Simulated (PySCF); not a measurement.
# [CuH2]− (SMILES [H][Cu-][H]) at HF-D4/ccECP-cc-pVTZ (density fitting with def2-universal-jkfit, core potential)

What is the energy change on altering one bond length of [CuH2]− at HF-D4/ccECP-cc-pVTZ (density fitting with def2-universal-jkfit, core potential)? Input form: a Python script.

The calculation is run with PySCF 2.14.0.

4 further runs of the same task are left out: 4 set aside as unsound or not needed.

## 1. The system as given

[CuH2]−: 3 atoms, total charge -1, spin state singlet. As SMILES, `[H][Cu-][H]`. The shape comes from GFN2-xTB, which is rough for such elements, and wasn't checked as a minimum.

Bond lengths: Cu1–H2 1.553 Å, Cu1–H3 1.553 Å. Angles: H2–Cu1–H3 180.0°.

## 2. A stability test at HF-D4/ccECP-cc-pVTZ (density fitting with def2-universal-jkfit, core potential)

File input.py:

```python
# [CuH2]-
from pyscf import gto

mol = gto.M(
    atom='''
Cu   0.000160   0.000090   0.000010
H   -0.017570  -0.021680   1.552660
H    0.017410   0.021590  -1.552670
''',
    charge=-1,
    max_memory=1860,
    verbose=3,
    ecp='ccecp',
    basis='ccecp-cc-pvtz',
)

myscf = mol.RHF()
myscf = myscf.density_fit(auxbasis='def2-universal-jkfit')
myscf.disp = 'd4'
myscf = myscf.newton()
myscf.kernel()

energy = myscf.e_tot
print('E(%s) = %.9f' % ('HF', energy))
mo_i, mo_e, stable_i, stable_e = myscf.stability(internal=True, external=True, return_status=True)
print('stable: internal', stable_i, 'external', stable_e)
```

On the command line:

```sh
$ OMP_NUM_THREADS=1 python input.py
```

Log:

```text
converged SCF energy = -196.479588187511
E(HF) = -196.479588188
<class 'pyscf.soscf.newton_ah.SecondOrderDFRHF'> wavefunction is stable in the internal stability analysis
<class 'pyscf.soscf.newton_ah.SecondOrderDFRHF'> wavefunction is stable in the real -> complex stability analysis
<class 'pyscf.soscf.newton_ah.SecondOrderDFRHF'> wavefunction is stable in the RHF/RKS -> UHF/UKS stability analysis
stable: internal True external True
```

It took 6.6 s on 1 thread of Intel Xeon 6975P-C (Granite Rapids), shared host; peak memory 0.16 GiB.

## 3. The distorted shape, same level

File calc.py:

```python
from pyscf import gto

mol = gto.M(
    atom='''
Cu       0.017890       0.021860      -1.552640
H       -0.017570      -0.021680       1.552660
H        0.035140       0.043360      -3.105320
''',
    basis='ccecp-cc-pvtz',
    max_memory=1860,
    charge=-1,
    spin=0,
    ecp={'Cu': 'ccecp', 'H': 'ccecp'},
    verbose=3,
)

hf = mol.RHF()
hf = hf.density_fit(auxbasis='def2-universal-jkfit')
hf.disp = 'd4'
hf = hf.newton()
hf.kernel()

etot = hf.e_tot
print('E(%s) = %.9f' % ('HF', etot))
mo_i, mo_e, stable_i, stable_e = hf.stability(internal=True, external=True, return_status=True)
print('stable: internal', stable_i, 'external', stable_e)
```

On the command line:

```sh
$ OMP_NUM_THREADS=1 python calc.py
```

Log:

```text
converged SCF energy = -196.42539274131
E(HF) = -196.425392741
<class 'pyscf.soscf.newton_ah.SecondOrderDFRHF'> wavefunction is stable in the internal stability analysis
<class 'pyscf.soscf.newton_ah.SecondOrderDFRHF'> wavefunction is stable in the real -> complex stability analysis
<class 'pyscf.soscf.newton_ah.SecondOrderDFRHF'> wavefunction is stable in the RHF/RKS -> UHF/UKS stability analysis
stable: internal True external True
```

It took 6.3 s on 1 thread of Intel Xeon 6975P-C (Granite Rapids), shared host; peak memory 0.16 GiB.

## 4. What came out

Level: HF-D4/ccECP-cc-pVTZ (density fitting with def2-universal-jkfit, core potential).

```
                                                              quantity          value
                                             first shape: total energy  -196.47959 Eh
                                              first shape: HOMO energy       -3.53 eV
                                              first shape: LUMO energy        5.85 eV
    first shape: HOMO–LUMO gap (to an unbound level, set by the basis)        9.37 eV
                                        first shape: dispersion energy  -18.02 kJ/mol
                                         distorted shape: total energy  -196.42539 Eh
                                          distorted shape: HOMO energy       -2.25 eV
                                          distorted shape: LUMO energy        5.40 eV
distorted shape: HOMO–LUMO gap (to an unbound level, set by the basis)        7.65 eV
                                    distorted shape: dispersion energy  -17.67 kJ/mol
    energy change with the Cu1–H2 bond stretched from 1.553 to 3.106 Å       1.475 eV
```

With the Cu1–H2 bond stretched from 1.553 to 3.106 Å the energy rises by 1.47 eV (34 kcal/mol). The first shape isn't relaxed at this level, so the change isn't measured from a minimum.
